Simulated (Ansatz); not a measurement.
# Mg: the cost of one run

Computed with Ansatz 0.2.0 (DFT r²SCAN, frozen-core PAW and all-electron LAPW, scalar-relativistic unless said, unless a step's input says otherwise).

1 further run of the same task is left out (it didn't finish).

### 1 The system as given

It takes space group Im-3m (No. 229, cubic). The conventional cell has a = 2.953 Å, b = 2.953 Å, c = 2.953 Å, α = 90.00°, β = 90.00°, γ = 90.00°. Mg (site symmetry m-3m) has 8 Mg at 2.56 Å as nearest neighbours.

Coordinates:

```cif
data_structure
_symmetry_space_group_name_H-M 'Im-3m'
_symmetry_Int_Tables_number 229
_cell_length_a 2.9530
_cell_length_b 2.9530
_cell_length_c 2.9530
_cell_angle_alpha 90.000
_cell_angle_beta 90.000
_cell_angle_gamma 90.000
_cell_volume 25.75
loop_
_atom_site_label
_atom_site_type_symbol
_atom_site_symmetry_multiplicity
_atom_site_Wyckoff_symbol
_atom_site_fract_x
_atom_site_fract_y
_atom_site_fract_z
_atom_site_occupancy
Mg1 Mg 2 a 0.00000 0.00000 0.00000 1
```

Cartesian axes are those of the input's lattice vectors. The structure goes back to a database entry.

### 2 Cell and atoms relaxed, PAW

input.yaml

```yaml
crystal:
  lattice:
    - [-1.4765, 1.4765, 1.4765]
    - [1.4765, -1.4765, 1.4765]
    - [1.4765, 1.4765, -1.4765]
  atoms:
    - { symbol: Mg, position: [0.0, 0.0, 0.0] }
kpoints:
  mp_grid: { grid: [18, 18, 18] }
scf:
  occupations: { method: fermi_dirac, width: 0.08 }
hamiltonian:
  xc: r2scan
  pseudopotentials: { kind: paw }
relax:
  f_tol: 0.002
  max_steps: 80
  cell: {}
output:
  forces: true
  stress: true
```

Launch:

```console
$ ansatz run input.yaml --threads 1 --pin off --max-ram 3072MiB --backend cpu --events-out ev --progress --plain --runs-dir out
```

What time and memory should one allow on 1 thread of Arm Neoverse V1, shared host?

About 29 s, with a peak of 0.37 GiB.
